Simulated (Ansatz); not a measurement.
Crystal: HfIn4SiO6.

```xyz
12
Lattice="5.6987 0.0038 0.0156 -0.7051 6.1082 -0.0057 -2.7372 -1.3956 6.6308" Properties=species:S:1:pos:R:3 pbc="T T T"
Hf    0.2972   -0.0900    0.8831
In   -0.4860    5.0863    4.8335
In    2.9601   -0.6377    3.2997
In   -0.4663    2.2403    3.5350
In    2.4974    2.6606    1.3677
Si    2.2933    1.4988    5.6832
O     0.7088    1.2617    5.2639
O     3.2588    1.4387    4.3619
O     5.4139    1.6003    0.0368
O     2.4594    2.8937    6.5395
O    -0.6297   -0.1526    2.6118
O     2.1007    0.3624    1.4524
```

The cell was built by a generator and needn't be a form met in nature.

Base run:

| Property | Result |
| --- | --- |
| Program | Ansatz 0.2.0 |
| Functional | PBE |
| Potentials or basis | all-electron LAPW, scalar-relativistic |
| Cutoff | 493 eV |
| Density cutoff | 1972 eV |
| Basis error allowed | 0.002 eV/atom |
| k mesh | 5 × 5 × 4 |
| Occupations | fermi-dirac, width 0.05 eV |
| Spin | no spin polarisation |

Its results: band gap on the k mesh 0.89 eV, indirect (least direct gap 1.17 eV); pressure 0.0 GPa; largest force 0.014 eV/Å.

Q: After a change of settings the same cell gave: band gap on the k mesh 1.00 eV, indirect (least direct gap 1.17 eV); pressure 0.0 GPa; largest force 0.023 eV/Å. Which change was it?
A. functional from PBE to RPBE; k mesh from 5 × 5 × 4 to 4 × 4 × 3
B. k mesh from 5 × 5 × 4 to 4 × 4 × 3; hubbard terms from none to Hf d U = 6 eV
C. functional from PBE to PBEsol; k mesh from 5 × 5 × 4 to 4 × 4 × 3
D. k mesh from 5 × 5 × 4 to 3 × 3 × 2

A: D.

Caveats: some runs use coarse meshes; spin-orbit coupling is left out, which moves the levels of the heavy elements.

Not every run made on this cell is shown here.
